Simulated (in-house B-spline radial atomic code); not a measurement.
# Ir⁴⁴⁺: ionisation energy by several methods

Aim: the ionisation energy of Ir⁴⁴⁺ by several methods, each as the difference of two self-consistent energies (Ir⁴⁴⁺ and the next ion, [Ar] 3d10 4s2 4p2).

The numbers are computed with in-house B-spline radial atomic code version 1 (scalar-relativistic (X2C), several functionals, spin-polarised; spherical all-electron atom at the radial basis limit), except any that are marked as measured or tabulated.

## 1. Starting point

* element: iridium (Z = 77)
* charge: +44
* electrons: 33
* configuration: [Ar] 3d10 4s2 4p3
* nucleus: Fermi, rms radius 5.403 fm

The outer shells:

[Ar] 3d10 4s2 4p3
```
[Ar] core
3d [↑↓][↑↓][↑↓][↑↓][↑↓]
4s [↑↓]
4p [↑ ][↑ ][↑ ]
```

Where spins are not typed, each open shell is filled with up spins first.

## 2. BLYP, a GGA

The run's settings:

```ini
Z = 77
electrons = 33.0
configuration = [Ar] 3d10 4s2 4p3
hamiltonian = x2c
method = b88,lyp
spin_polarised = True
nucleus = fermi
rms_radius = 5.4032
mass_number = 193
atomic_mass = 192.962923753
speed_of_light = 137.035999084
```

## 3. PBE, a GGA

Changes to the settings of step 2:

```diff
@@ -4,3 +4,3 @@
 hamiltonian = x2c
-method = b88,lyp
+method = pbe,pbe
 spin_polarised = True
```

## 4. OLYP, a GGA

Changes to the settings of step 3:

```diff
@@ -4,3 +4,3 @@
 hamiltonian = x2c
-method = pbe,pbe
+method = optx,lyp
 spin_polarised = True
```

Q: The tabulated ionisation energy is 2258 ± 4 eV (tabulated theoretical; NIST Atomic Spectra Database). What does each method give, and which comes nearest?

**Answer**, as computed:

| method | rung | total energy (hartree) | ΔSCF (eV) | −ε highest (eV) | ΔSCF less tabulated (eV) |
| --- | --- | --- | --- | --- | --- |
| BLYP | GGA | -16524.8768 | 2305.64 | 2276.54 (4p up) | +47.64 |
| PBE | GGA | -16523.5844 | 2305.52 | 2276.58 (4p up) | +47.52 |
| OLYP | GGA | -16527.4682 | 2308.51 | 2279.66 (4p up) | +50.51 |

What this shows: Tables give 2258 ± 4 eV (tabulated theoretical; NIST Atomic Spectra Database) for the ionisation energy. PBE misses by +47.52 eV, the least, and OLYP by +50.51 eV (2.2 %), the most. All methods miss on the same side by much the same amount, which points to something that they share. Relativistic terms that these runs lack can be as large as the gaps between close methods, so the nearest may be so by luck. Spin-orbit coupling is left out. Open shells are averaged (over orientations, and over spins where the run is restricted), while tables refer to the lowest levels.

Members of this set that are not shown: 4 used exact exchange with fractional occupations of an open shell, which is unsound here.
